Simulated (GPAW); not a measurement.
HfTeSe:

```xyz
3
Lattice="3.8840 0.0000 0.0000 -1.9420 3.3637 0.0000 0.0000 0.0000 6.7696" Properties=species:S:1:pos:R:3 pbc="T T T"
Hf    0.0000    0.0000    6.6461
Te    1.9420    1.1212    1.6972
Se    0.0000    2.2424    5.1958
```

The cell comes from a database or a generator and needn't be the stable form of this composition.

* Program: GPAW 26.7.0
* Task: relaxation of cell and atoms
* Functional: PBE
* Potentials or basis: GPAW PAW data sets (gpaw-data 1.2.1)
* Cutoff: 600 eV
* Basis: pw
* k mesh: 8 × 8 × 4
* Occupations: fermi-dirac, width 0.05 eV
* Spin: no spin polarisation

At the start: pressure 1.0 GPa; volume 29.48 Å³/atom.

Problem. Where does the relaxation end?

Solution. Over 15 steps the energy falls by 4.9 meV/atom and the volume is 30.97 Å³/atom (+5.0 %); space group P3m1 (No. 156, to 0.05 Å).

Step by step:
| step | energy change (eV) | largest force (eV/Å) | pressure (GPa) | volume (Å³) |
| --- | --- | --- | --- | --- |
| 1 | 0.0000 | 0.2749 | 0.98 | 88.44 |
| 2 | -0.0034 | 0.1954 | 0.65 | 88.67 |
| 3 | -0.0077 | 0.0290 | -0.22 | 89.27 |
| 4 | -0.0080 | 0.0281 | -0.25 | 89.26 |
| 5 | -0.0104 | 0.0849 | -0.22 | 88.95 |
| 6 | -0.0108 | 0.0716 | -0.05 | 88.76 |
| 7 | -0.0110 | 0.0404 | 0.11 | 88.64 |
| 8 | -0.0111 | 0.0246 | 0.16 | 88.63 |
| 9 | -0.0113 | 0.0250 | 0.20 | 88.70 |
| 10 | -0.0115 | 0.0552 | 0.18 | 88.83 |
| 11 | -0.0118 | 0.0926 | 0.12 | 89.16 |
| 12 | -0.0123 | 0.1221 | 0.02 | 89.77 |
| 13 | -0.0133 | 0.1245 | -0.08 | 90.84 |
| 14 | -0.0142 | 0.0764 | -0.10 | 92.16 |
| 15 | -0.0146 | 0.0188 | -0.04 | 92.90 |

Final structure:
```cif
data_structure
_symmetry_space_group_name_H-M 'P 1'
_symmetry_Int_Tables_number 1
_cell_length_a 3.8626
_cell_length_b 3.8626
_cell_length_c 7.1898
_cell_angle_alpha 90.000
_cell_angle_beta 90.000
_cell_angle_gamma 120.000
_cell_volume 92.90
loop_
_atom_site_label
_atom_site_type_symbol
_atom_site_fract_x
_atom_site_fract_y
_atom_site_fract_z
_atom_site_occupancy
Hf1 Hf 0.00000 0.00000 0.98244 1
Te1 Te 0.66667 0.33333 0.24191 1
Se1 Se 0.33333 0.66667 0.77565 1
```

Caveat: later steps reuse the first step's grids; this functional lacks dispersion, which binds the layers, so the pressure and a relaxed spacing across them are unreliable.
